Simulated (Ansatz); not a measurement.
# CH3BSSi: the cost of one run

Method: RKS PBE-D4/6-31G, in Ansatz 0.2.0.

## Step 1: The structure to begin with

Bond lengths: C1–Si2 1.752 Å, Si2–B3 1.897 Å, Si2–S4 2.474 Å, B3–S4 1.734 Å, C1–H5 1.078 Å, C1–H6 1.075 Å, B3–H7 1.166 Å. Angles: C1–Si2–B3 158.9°, C1–Si2–S4 114.6°, B3–Si2–S4 44.4°, Si2–C1–H5 121.8°, Si2–C1–H6 122.2°, H5–C1–H6 115.9°, Si2–B3–S4 85.8°, Si2–B3–H7 142.1°, S4–B3–H7 132.2°, Si2–S4–B3 49.9°.

Structure file:

```xyz
7

C    -0.9657    1.4099   -0.1543
Si    0.2258    0.2302    0.3556
B     1.1997   -1.3976    0.3983
S     0.1793   -1.8933   -0.9137
H    -1.6525    1.2122   -0.9609
H    -1.0520    2.3755    0.3113
H     2.0653   -1.9370    0.9638
```

## Step 2: End point A

File input.yaml:

```yaml
crystal:
  periodic: [false, false, false]
  atoms:
    - { symbol: C, position_ang: [-0.96566, 1.40992, -0.15426] }
    - { symbol: Si, position_ang: [0.22577, 0.23024, 0.35557] }
    - { symbol: B, position_ang: [1.19972, -1.39756, 0.39829] }
    - { symbol: S, position_ang: [0.17934, -1.89334, -0.91374] }
    - { symbol: H, position_ang: [-1.65246, 1.21224, -0.96093] }
    - { symbol: H, position_ang: [-1.052, 2.37554, 0.31129] }
    - { symbol: H, position_ang: [2.06529, -1.93705, 0.96378] }
basis:
  gaussian: { orbitals: "6-31G" }
hamiltonian:
  xc: pbe
  dispersion: d4
relax:
  f_tol: 0.015
  max_steps: 40
```

The run is started by

```
ansatz run input.yaml --threads 1 --pin off --max-ram 2048MiB --backend cpu --events-out ev --progress --plain --runs-dir out
```

What time and memory should one allow on 1 thread of Arm Neoverse V2, shared host?

About 22 s, with a peak of 0.15 GiB.
